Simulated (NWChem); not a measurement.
# GaHBr2O (SMILES [OH][Ga]([Br])[Br]) at 4 levels

Wanted: a comparison of 4 runs (HF/STO-3G, HF/3-21G, B3LYP/6-31G*) of GaHBr2O. 

The results are computed with NWChem 7.3.0.

### Step 1. Starting point

GaHBr2O has 5 atoms, charge 0, and is taken as a singlet. As SMILES, `[OH][Ga]([Br])[Br]`. The coordinates come from a PBE0-D4/def2-TZVP relaxation.

Bond lengths: O1–Ga2 1.767 Å, Ga2–Br3 2.270 Å, Ga2–Br4 2.255 Å, O1–H5 0.961 Å. Angles: O1–Ga2–Br3 120.3°, O1–Ga2–Br4 118.3°, Br3–Ga2–Br4 121.4°, Ga2–O1–H5 112.8°.

### Step 2. Energy and gradient at HF/STO-3G (run 1)

Contents of geom.nw:

```
start geom
title "Br2GaHO hf"
memory 2200 mb
charge 0
geometry units angstroms noautosym nocenter noautoz
  O       -0.174000       1.411800      -0.053000
  Ga      -0.126900      -0.354100      -0.111200
  Br       1.563000      -1.487900       0.895600
  Br      -1.778100      -1.432600      -1.203600
  H        0.565900       1.789000       0.430900
end
basis "ao basis" spherical bse
  * library STO-3G
end
scf
  thresh 1e-08
  maxiter 80
end
task scf gradient
```

Command:

```bash
$ nwchem geom.nw > geom.out
```

Log:

```text
[...]
  functions       =    60
[...]
  wavefunction    = RHF
[...]
         Total SCF energy =  -7064.787529006631
      One-electron energy = -11599.812889892512
      Two-electron energy =   3682.811538670098
 Nuclear repulsion energy =    852.213822215782
        Time for solution =      6.4s
[...]
                         RHF ENERGY GRADIENTS
    atom               coordinates                        gradient
                 x          y          z           x          y          z
   1 O      -0.328812   2.667915  -0.100155    0.021817   0.091943   0.018292
   2 Ga     -0.239806  -0.669152  -0.210138    0.000249  -0.052120  -0.002437
   3 Br      2.953642  -2.811723   1.692439    0.023430  -0.015119   0.013990
   4 Br     -3.360122  -2.707221  -2.274474   -0.023188  -0.015425  -0.015355
   5 H       1.069396   3.380720   0.814283   -0.022308  -0.009279  -0.014489
[...]
```

Wall time 9 s (1 thread of AMD EPYC 9R45 (Zen 5), shared host); peak memory 0.1 GiB.

### Step 3. Energy and gradient at HF/3-21G (run 2)

Contents of run.py:

```python
from ase import Atoms
from ase.calculators.nwchem import NWChem

atoms = Atoms('OGaBrBrH', positions=[
    [-0.174000, 1.411800, -0.053000],
    [-0.126900, -0.354100, -0.111200],
    [1.563000, -1.487900, 0.895600],
    [-1.778100, -1.432600, -1.203600],
    [0.565900, 1.789000, 0.430900],
])

calc = NWChem(
    label='br2gaho',
    theory='scf',
    memory='2200 mb',
    basis='3-21G',
    basispar='spherical bse',
    scf={'nopen': '0', 'rhf': None, 'thresh': '1e-08', 'maxiter': '80', 'print': 'low'},
)
atoms.calc = calc

forces = atoms.get_forces()
e = atoms.get_potential_energy()
print(f"E = {e:.6f} eV")
print("forces (eV/A):")
for s, f in zip(atoms.symbols, forces):
    print(f"{s:2s} {f[0]:10.5f} {f[1]:10.5f} {f[2]:10.5f}")
```

Command:

```bash
$ export ASE_NWCHEM_COMMAND="nwchem PREFIX.nwi > PREFIX.nwo"
$ python run.py
```

Log:

```text
E = -193449.146967 eV
forces (eV/A):
O     0.32843   -1.90529    0.11159
Ga   -0.35049    2.21850   -0.10994
Br    0.81962   -0.51376    0.49005
Br   -0.83607   -0.54369   -0.55299
H     0.03852    0.74418    0.06130
```

The calculator wrote br2gaho.nwi:

```
title "br2gaho"

permanent_dir br2gaho

scratch_dir br2gaho

start br2gaho

geometry units angstrom nocenter noautosym noautoz
  O  -1.7399999999999999e-01 1.4117999999999999e+00 -5.2999999999999999e-02
  Ga -1.2690000000000001e-01 -3.5410000000000003e-01 -1.1119999999999999e-01
  Br 1.5629999999999999e+00 -1.4879000000000000e+00 8.9559999999999995e-01
  Br -1.7781000000000000e+00 -1.4326000000000001e+00 -1.2036000000000000e+00
  H  5.6589999999999996e-01 1.7889999999999999e+00 4.3090000000000001e-01
end

memory 2200 mb

basis spherical bse noprint
   * library 3-21G
end

scf
  nopen 0
  rhf
  thresh 1e-08
  maxiter 80
  print low
end

task scf gradient
```

br2gaho.nwo:

```text
Northwest Computational Chemistry Package (NWChem) 7.3.0
             --------------------------------------------------------

           Job information
           ---------------

    nwchem branch   = 7.3.0
    use scalapack   = T
    input           = br2gaho.nwi
    prefix          = br2gaho.
    data base       = br2gaho/br2gaho.db
    status          = startup
    nproc           =        1

           Memory information
           ------------------

    heap     =     72089598 doubles =      550.0 Mbytes
    stack    =     72089595 doubles =      550.0 Mbytes
    global   =    144179200 doubles =     1100.0 Mbytes (distinct from heap & stack)
    total    =    288358393 doubles =     2200.0 Mbytes
    verify   = yes
    hardfail = no

           Directory information
           ---------------------

  0 permanent = br2gaho
  0 scratch   = br2gaho

                                NWChem Input Module
                                -------------------

                                      br2gaho
                                      -------

[... 26 lines left out ...]
            Nuclear Dipole moment (a.u.)
[... 46 lines left out ...]
  ao basis        = "ao basis"
  functions       =    77
  atoms           =     5
  closed shells   =    55
  open shells     =     0
  charge          =   0.00
  wavefunction    = RHF
  input vectors   = atomic
  output vectors  = br2gaho/br2gaho.movecs
  use symmetry    = F
  symmetry adapt  = F

 Forming initial guess at       0.0s

 Starting SCF solution at       0.2s

       Final RHF  results
       ------------------

         Total SCF energy =  -7109.125084412050
      One-electron energy = -11619.738418827863
      Two-electron energy =   3658.399512200032
 Nuclear repulsion energy =    852.213822215781

        Time for solution =      5.4s

                              NWChem Gradients Module
                              -----------------------

                         RHF ENERGY GRADIENTS

    atom               coordinates                        gradient
                 x          y          z           x          y          z
   1 O      -0.328812   2.667915  -0.100155   -0.006387   0.037052  -0.002170
   2 Ga     -0.239806  -0.669152  -0.210138    0.006816  -0.043143   0.002138
   3 Br      2.953642  -2.811723   1.692439   -0.015939   0.009991  -0.009530
   4 Br     -3.360122  -2.707221  -2.274474    0.016259   0.010573   0.010754
   5 H       1.069396   3.380720   0.814283   -0.000749  -0.014472  -0.001192

 Task  times  cpu:        7.4s     wall:        7.4s
 Total times  cpu:        7.4s     wall:        7.4s
```

It took 8.4 s on 1 thread of AMD EPYC 9R45 (Zen 5), shared host; peak memory 0.1 GiB.

### Step 4. Energy and gradient at B3LYP/6-31G(d) (spherical functions) (run 3)

Contents of geom.xyz:

```xyz
5
Br2GaHO
O     -0.174000     1.411800    -0.053000
Ga    -0.126900    -0.354100    -0.111200
Br     1.563000    -1.487900     0.895600
Br    -1.778100    -1.432600    -1.203600
H      0.565900     1.789000     0.430900
```

Contents of run.py:

```python
from ase.io import read
from ase.calculators.nwchem import NWChem

system = read('geom.xyz')

calc = NWChem(
    label='geom',
    theory='dft',
    memory='2200 mb',
    basis='6-31G*',
    basispar='spherical bse',
    dft={'xc': 'b3lyp', 'mult': '1', 'grid': 'fine', 'convergence': 'energy 1e-08', 'iterations': '100', 'mulliken': None},
)
system.calc = calc

forces = system.get_forces()
print("Total energy (eV):", round(system.get_potential_energy(), 6))
print("forces (eV/A):")
for s, f in zip(system.symbols, forces):
    print(f"{s:2s} {f[0]:10.5f} {f[1]:10.5f} {f[2]:10.5f}")
print("dipole (e A):", system.get_dipole_moment().round(4))
```

Command:

```bash
$ export ASE_NWCHEM_COMMAND="nwchem PREFIX.nwi > PREFIX.nwo"
$ python run.py
```

Log:

```text
Total energy (eV): -194515.989513
forces (eV/A):
O    -0.44768    0.36294   -0.26359
Ga    0.04433   -0.03219    0.02633
Br    0.37039   -0.25531    0.22029
Br   -0.35697   -0.21793   -0.23541
H     0.38988    0.14249    0.25233
dipole (e A): [0.2185 0.1362 0.1441]
```

The calculator wrote geom.nwi:

```
title "geom"

permanent_dir geom

scratch_dir geom

start geom

geometry units angstrom nocenter noautosym noautoz
  O  -1.7399999999999999e-01 1.4117999999999999e+00 -5.2999999999999999e-02
  Ga -1.2690000000000001e-01 -3.5410000000000003e-01 -1.1119999999999999e-01
  Br 1.5629999999999999e+00 -1.4879000000000000e+00 8.9559999999999995e-01
  Br -1.7781000000000000e+00 -1.4326000000000001e+00 -1.2036000000000000e+00
  H  5.6589999999999996e-01 1.7889999999999999e+00 4.3090000000000001e-01
end

memory 2200 mb

basis spherical bse noprint
   * library 6-31G*
end

dft
  xc b3lyp
  mult 1
  grid fine
  convergence energy 1e-08
  iterations 100
  mulliken
end

task dft gradient
```

geom.nwo, cut to the lines that bear on the results:

```text
[...]
         Total DFT energy =    -7148.330825147855
[...]
  wavefunction    = closed shell
                         DFT ENERGY GRADIENTS
    atom               coordinates                        gradient
                 x          y          z           x          y          z
   1 O      -0.328812   2.667915  -0.100155    0.008706  -0.007058   0.005126
   2 Ga     -0.239806  -0.669152  -0.210138   -0.000862   0.000626  -0.000512
   3 Br      2.953642  -2.811723   1.692439   -0.007203   0.004965  -0.004284
   4 Br     -3.360122  -2.707221  -2.274474    0.006942   0.004238   0.004578
   5 H       1.069396   3.380720   0.814283   -0.007582  -0.002771  -0.004907
[...]
```

Wall time 43 s (1 thread of AMD EPYC 9R45 (Zen 5), shared host); peak memory 0.12 GiB.

### Step 5. Energy and forces at B3LYP/6-31G(d) (Cartesian functions) (run 4)

Contents of m1.xyz:

```xyz
5
Br2GaHO B3LYP
O     -0.174000     1.411800    -0.053000
Ga    -0.126900    -0.354100    -0.111200
Br     1.563000    -1.487900     0.895600
Br    -1.778100    -1.432600    -1.203600
H      0.565900     1.789000     0.430900
```

Contents of run.py:

```python
from ase.io import read
from ase.calculators.nwchem import NWChem

atoms = read('m1.xyz')

calc = NWChem(
    label='m1',
    theory='dft',
    memory='2200 mb',
    basis='6-31G*',
    dft={'xc': 'b3lyp', 'mult': '1', 'grid': 'fine', 'convergence': 'energy 1e-08', 'iterations': '100', 'mulliken': None},
)
atoms.calc = calc

forces = atoms.get_forces()
print(f"energy = {atoms.get_potential_energy():.6f} eV")
print("forces (eV/A):")
for s, f in zip(atoms.symbols, forces):
    print(f"{s:2s} {f[0]:10.5f} {f[1]:10.5f} {f[2]:10.5f}")
print("dipole (e A):", atoms.get_dipole_moment().round(4))
```

Command:

```bash
$ export ASE_NWCHEM_COMMAND="nwchem PREFIX.nwi > PREFIX.nwo"
$ python run.py
```

Log:

```text
energy = -194516.643398 eV
forces (eV/A):
O    -0.42737    0.24971   -0.25644
Ga    0.02962    0.05045    0.02119
Br    0.35692   -0.24842    0.21217
Br   -0.34036   -0.20996   -0.22456
H     0.38124    0.15817    0.24765
dipole (e A): [0.2194 0.1391 0.1448]
```

The calculator wrote m1.nwi:

```
title "m1"

permanent_dir m1

scratch_dir m1

start m1

geometry units angstrom nocenter noautosym noautoz
  O  -1.7399999999999999e-01 1.4117999999999999e+00 -5.2999999999999999e-02
  Ga -1.2690000000000001e-01 -3.5410000000000003e-01 -1.1119999999999999e-01
  Br 1.5629999999999999e+00 -1.4879000000000000e+00 8.9559999999999995e-01
  Br -1.7781000000000000e+00 -1.4326000000000001e+00 -1.2036000000000000e+00
  H  5.6589999999999996e-01 1.7889999999999999e+00 4.3090000000000001e-01
end

memory 2200 mb

basis noprint
   * library 6-31G*
end

dft
  xc b3lyp
  mult 1
  grid fine
  convergence energy 1e-08
  iterations 100
  mulliken
end

task dft gradient
```

m1.nwo, cut to the lines that bear on the results:

```text
[...]
         Total DFT energy =    -7148.354854985589
[...]
  wavefunction    = closed shell
                         DFT ENERGY GRADIENTS
    atom               coordinates                        gradient
                 x          y          z           x          y          z
   1 O      -0.328812   2.667915  -0.100155    0.008311  -0.004856   0.004987
   2 Ga     -0.239806  -0.669152  -0.210138   -0.000576  -0.000981  -0.000412
   3 Br      2.953642  -2.811723   1.692439   -0.006941   0.004831  -0.004126
   4 Br     -3.360122  -2.707221  -2.274474    0.006619   0.004083   0.004367
   5 H       1.069396   3.380720   0.814283   -0.007414  -0.003076  -0.004816
[...]
```

It took 47 s on 1 thread of AMD EPYC 9R45 (Zen 5), shared host; peak memory 0.13 GiB.

### Step 6. The series

```csv
run,level,iteration cap,module,energy (Eh),dipole moment (D),HOMO energy (eV),LUMO energy (eV),wall time
1,HF/STO-3G,80,scf,-7064.787529,1.67,-8.09,4.84,9 s
2,HF/3-21G,80,scf,-7109.125084,–,–,–,8.4 s
3,B3LYP/6-31G* (spherical functions),100,dft,-7148.330825,1.42,-8.37,-2.13,43 s
4,B3LYP/6-31G* (Cartesian functions),100,dft,-7148.354855,1.43,-8.37,-2.13,47 s
```

### Step 7. What came out

| quantity | value |
| --- | --- |
| run 4: total energy | -7148.35485 Eh |
| run 4: dipole moment | 1.43 D |
| run 4: HOMO energy | -8.37 eV |
| run 4: LUMO energy | -2.13 eV |
| run 4: HOMO–LUMO gap | 6.24 eV |
| run 4: largest force on an atom | 0.557 eV/Å |

Over runs 1, 3, 4 the dipole moment (its size) runs from 1.42 D (B3LYP/6-31G*) to 1.67 D (HF/STO-3G). The two ends differ in method and basis. Over runs 1, 3, 4 the HOMO–LUMO gap runs from 6.23 eV (B3LYP/6-31G*) to 12.94 eV (HF/STO-3G). In run 1 the basis is minimal, so the values are rough. All runs together took 1.8 min, the longest 47 s.
